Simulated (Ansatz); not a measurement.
Consider a comparison of magnetic orders of CoNiO2, space group P4/mmm (Ansatz's Python interface).

`conio2.py`
```python
"""Magnetic orders of CoNiO2 compared."""

import warnings

import ansatz
import numpy as np
import pandas as pd

config = {
    "xc": "pbe",
    "kgrid": (4, 4, 3),
    "smearing": "Fermi-Dirac",
    "sigma": 0.1,
}


def count_gap(report):
    # lowest empty less highest filled band, counting bands; zero where they overlap
    return max(report.get("gap_by_band_count_ev") or 0.0, 0.0)

CELL = [
    (3.01433, 0.0, 0.0),
    (0.0, 3.01433, 0.0),
    (0.0, 0.0, 4.22229),
]
ATOMS = [
    ("Co", (0.5, 0.5, 0.5)),
    ("Ni", (0.0, 0.0, 0.0)),
    ("O", (0.5, 0.5, 0.0)),
    ("O", (0.0, 0.0, 0.5)),
]


def with_moments(moments):
    crystal = ansatz.Crystal(lattice=ansatz.Lattice.of(CELL))
    for (symbol, position), moment in zip(ATOMS, moments):
        crystal = crystal.atom(symbol, position, moment=moment or None)
    return crystal


def main() -> None:
    warnings.simplefilter("ignore", ansatz.DeckWarning)

    # starting moments in muB, one an atom
    orders = {
        "FM": [2.5, 1.5, 0, 0],
        "AFM": [2.5, -1.5, 0, 0],
    }

    rows = []
    for label, moments in orders.items():
        job = (
            with_moments(moments).calculation()
            .functional(config["xc"])
            .pseudopotentials("nc")
            .accuracy("medium")
            .kpoints(*config["kgrid"], shift=0.5)  # sampling of the Brillouin zone
            .occupations(config["smearing"], width=config["sigma"])  # the run then minimises F = E - TS
            .mixing("anderson")
            .spin("collinear")
            .band_table()
        )
        summary = job.run(threads=1, pin="off").report
        rows.append((label, summary["free_energy_ev"], summary["magnetization_mub"], summary["absolute_magnetization_mub"], max(abs(m) for m in summary["site_moments_mub"]), count_gap(summary)))
        print(label, "site moments:", [round(m, 2) for m in summary["site_moments_mub"]])

    # the same cell with no spin polarisation
    plain = (
        with_moments([0] * len(ATOMS)).calculation()
        .functional(config["xc"])
        .pseudopotentials("nc")
        .accuracy("medium")
        .kpoints(*config["kgrid"], shift=0.5)
        .occupations(config["smearing"], width=config["sigma"])  # fractional filling near the Fermi level
        .mixing("anderson")
        .band_table()  # levels at the mesh points
    )
    summary = plain.run(threads=1, pin="off").report
    rows.append(("NM", summary["free_energy_ev"], 0.0, 0.0, 0.0, count_gap(summary)))

    lowest = min(row[1] for row in rows)
    rows = [(row[0], 1000 * (row[1] - lowest) / 2, *row[2:]) for row in sorted(rows, key=lambda row: row[1])]
    print(pd.DataFrame(rows, columns=["order", "meV/magnetic atom", "net muB", "absolute muB", "largest site muB", "gap by band count eV"]).round(4).to_string(index=False))
    print("lowest of these starts:", rows[0][0])


if __name__ == "__main__":
    main()
```

Which magnetic state ends lowest, and by how much?

In order of energy: ferromagnetic (+0.0 meV an atom, largest site moment 2.39 μB), antiferro- or ferrimagnetic (+14.9 meV an atom, largest site moment 2.36 μB) and non-magnetic (+199.4 meV an atom, largest site moment 0.00 μB). These are the states reached from the starts typed.

The output:

Running `python conio2.py` prints:
```text
FM site moments: [2.39, 1.48, 0.29, 0.3]
AFM site moments: [2.36, -1.42, -0.1, 0.11]
order  meV/magnetic atom  net muB  absolute muB  largest site muB  gap by band count eV
   FM             0.0000   4.6222        4.6479            2.3899                   0.0
  AFM            29.7294   1.0337        4.1931            2.3590                   0.0
   NM           398.7566   0.0000        0.0000            0.0000                   0.0
lowest of these starts: FM
```

Notes:
- The settings weren't tested for convergence.
- Other magnetic orders than the one started from may lie lower.
- For a metal this mesh is far too coarse, so the numbers only illustrate the procedure.
- A gap by band count of zero or less means overlapping bands, a metal, and at an odd count of electrons it is no gap at all.
- Without a Hubbard U or exact exchange, semilocal functionals often make such 3d compounds metallic or too weakly gapped.
- The structure comes from a database of computed cells and needn't be a stable or known phase.
- Levels are Kohn-Sham eigenvalues on this mesh.
- Each row is the state reached from that start at the given structure, not necessarily the lowest of its order; other orders weren't tried.
- Hardware and time: 32 s on 1 thread of Arm Neoverse N1 (shared host), peak memory 0.48 GiB.
